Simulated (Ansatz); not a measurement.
# AlClFH3OSi, SMILES O[SiH](Cl)[AlH][F]: vertical energies of changing the electron count

Program: Ansatz 0.2.0 through its Python package.

The cells in order, each with its output:

In [1]:
```python
import ansatz as az
```

In [2]:
```python
def energy_of(molecule, charge=0, unpaired=0):
    calc = (
        molecule.calculation()
        .basis(gaussian='def2-SVPD')  # atom-centred Gaussian functions
        .functional('PBE0', dispersion='d3bj')
    )
    if charge:
        calc = calc.charge(charge)
    if unpaired:
        calc = calc.spin('collinear', total=unpaired)
    report = calc.run(threads=1).report
    if report['published_state_doubts']:
        print('  doubts:', report['published_state_doubts'])
    return report['free_energy_ev']
```

In [3]:
```python
GEOMETRY = '''
O     0.53870    1.37620    1.29010
Si    0.84550    0.07370    0.27260
Cl    1.90370    0.72010   -1.41120
Al   -1.08410   -0.93140   -0.44270
F    -2.35200   -0.00410   -1.41570
H    -0.01850    2.05670    0.69550
H     1.67380   -0.89750    1.03410
H    -1.41500   -2.45080   -0.07840
'''
```

In [4]:
```python
system = az.Crystal.molecule()
for line in GEOMETRY.strip().splitlines():
    symbol, *xyz = line.split()
    system = system.atom(symbol, [float(v) for v in xyz])
```

In [5]:
```python
# delta-SCF style differences, no relaxation
parent = energy_of(system, 0, 0)
cation = energy_of(system, 1, 1)
print(f'E(N)   = {parent:.5f} eV')
print(f'E(N-1) = {cation:.5f} eV  (1 unpaired)')
print(f'vertical ionisation energy {cation - parent:.3f} eV')
anion = energy_of(system, -1, 1)
print(f'E(N+1) = {anion:.5f} eV  (1 unpaired)')
print(f'vertical electron affinity {parent - anion:.3f} eV' + ('' if anion < parent else ' (unbound in this basis)'))
print(f'fundamental gap IP - EA = {cation + anion - 2 * parent:.3f} eV')
```
```text
E(N)   = -31786.84025 eV
E(N-1) = -31776.79774 eV  (1 unpaired)
vertical ionisation energy 10.043 eV
E(N+1) = -31787.79388 eV  (1 unpaired)
vertical electron affinity 0.954 eV
fundamental gap IP - EA = 9.089 eV
```

At this unrelaxed geometry removing an electron costs 10.04 eV and adding one releases 0.95 eV.

What to keep in mind:
- Total energies depend on the basis set; only differences at equal settings carry meaning.
- The geometry is a force-field or estimated start, not a minimum of this method, and the basis set is short of its limit. All parts are taken at fixed geometry, without zero-point energy. At an unrelaxed start these energies can be a whole eV from those at the minimum, and a small affinity can change sign.
- The whole script took 41 s on 1 thread of Arm Neoverse V2 (shared host), peak memory 0.54 GiB.
